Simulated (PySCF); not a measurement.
# H15N5Ti ([Ti(NH3)5]3+): the cost of one run

Computed with PySCF 2.14.0 and routines of our own; the level stands in each step. Atoms count from 0.

## 1. The starting structure

21 atoms, charge 3, states of the metal's open shell are computed; geometry from: model start, shaken.

## 2. Optimising the geometry at PBE0-D3(BJ)/def2-SVP

The job: settings as JSON, then the geometry in Å.

```
{"job": {"xc": "PBE0", "basis": "def2-SVP", "d3": "d3bj", "grid": 1, "maxiter": 45, "solvent": "water", "kind": "geom"}, "charge": 3, "metal": "Ti", "open_shell": "d1"}
Ti     0.000020     0.004480    -0.004110
N     -0.013360    -0.006820     2.025130
H      0.943260     0.020100     2.422950
H     -0.480490     0.823450     2.435690
H     -0.469600    -0.830060     2.429900
N      0.010430    -0.020160    -2.046860
H     -0.970880    -0.019340    -2.457960
H      0.467650     0.797090    -2.426270
H      0.473530    -0.818910    -2.468090
N      2.031920    -0.000730     0.001700
H      2.407380     0.935190    -0.014680
H      2.418200    -0.455270     0.803990
H      2.429850    -0.457910    -0.824860
N     -1.021680     1.768350     0.000960
H     -1.233540     2.105880     0.962740
H     -0.531610     2.525680    -0.469390
H     -1.931560     1.726690    -0.459750
N     -1.037990    -1.765570     0.008650
H     -1.218000    -2.094490     0.941360
H     -1.911930    -1.675100    -0.481310
H     -0.505350    -2.519740    -0.469270
```

The run is started by

```sh
$ OMP_NUM_THREADS=1 python lf_run.py task.json out
```

This one command runs all jobs of the session in turn.

**Question.** How long does this first job take on 1 thread of Intel Xeon 6975P-C, shared host, and how much memory does it need?

About 29 min, with a peak of 1.7 GiB.
